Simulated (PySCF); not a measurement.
# C5H4FN (4-fluoropyridine): the cost of one run

Computed with PySCF 2.14.0 and routines of our own; the level stands in each step. Atoms count from 0.

### Step 1. The system as given

11 atoms, charge 0, multiplicity 1; geometry from: GFN2-xTB.

### Step 2. Relaxing the molecule at PBE0-D3(BJ)/def2-SVP

What the job is given:

```
{"job": {"xc": "PBE0", "basis": "def2-SVP", "d3": "d3bj", "grid": 2, "kind": "geom"}, "charge": 0, "multiplicity": 1}
F     -0.195019     2.473612     0.151573
C     -0.089420     1.135746     0.068015
C     -1.234664     0.361854    -0.003992
C     -1.057534    -1.011229    -0.089121
N      0.126696    -1.595801    -0.101771
C      1.204533    -0.835768    -0.031036
C      1.163645     0.548047     0.055838
H     -2.211737     0.815823     0.006277
H     -1.908608    -1.675707    -0.149518
H      2.149838    -1.361070    -0.043659
H      2.057696     1.147165     0.111431
```

Launch:

```
OMP_NUM_THREADS=1 python excited_run.py task.json out
```

The driver reads the jobs from task.json and runs them one after another.

**Question.** How long does this first job take on 1 thread of Arm Neoverse N1, shared host, and how much memory does it need?

About 41 s, with a peak of 0.62 GiB.
